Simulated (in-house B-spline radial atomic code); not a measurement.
# Au⁸⁺: ionisation energy by several methods

The task here is to estimate one member of a computed series from the others.

Method: scalar-relativistic (X2C), several functionals, spin-polarised, exact exchange averaged over the configuration; spherical all-electron atom at the radial basis limit. Code: in-house B-spline radial atomic code version 1.

## What is computed

| Quantity | Value |
| --- | --- |
| element | gold (Z = 79) |
| charge | +8 |
| electrons | 71 |
| configuration | [Xe] 4f14 5d3 |
| nucleus | Fermi, rms radius 5.437 fm |

Outer shells as boxes (Hund's rule):

[Xe] 4f14 5d3
```
[Xe] core
4f [↑↓][↑↓][↑↓][↑↓][↑↓][↑↓][↑↓]
5d [↑ ][↑ ][↑ ][  ][  ]
```

Where spins are not typed, each open shell is filled with up spins first.

The first run:

The run's settings:

```ini
Z = 79
electrons = 71.0
configuration = [Xe] 4f14 5d3
hamiltonian = x2c
method = camb3lyp
spin_polarised = True
nucleus = fermi
rms_radius = 5.4371
mass_number = 197
atomic_mass = 196.966570103
speed_of_light = 137.035999084
exact_exchange = averaged over the configuration
```

Started as:

```sh
$ python run_scf.py task.json out
```

The settings of every run stand in task.json; they run in order.

Among the steps run: CAM-B3LYP; r2SCAN0; ωB97X; TPSSh; B97-1.

One of the session's tables, all rows but one given; the rest of the session is left out.

| method | ΔSCF (eV) |
| --- | --- |
| r2SCAN0 | 130.92 |
| TPSSh | 130.67 |
| B97-1 | ? |
| CAM-B3LYP | 130.65 |
| ωB97X | 130.32 |

Q: Estimate the row for B97-1 from the others.

**Answer.** ΔSCF (eV): 130.59. In the column «ΔSCF (eV)» it lies between ωB97X (130.32) and CAM-B3LYP (130.65).
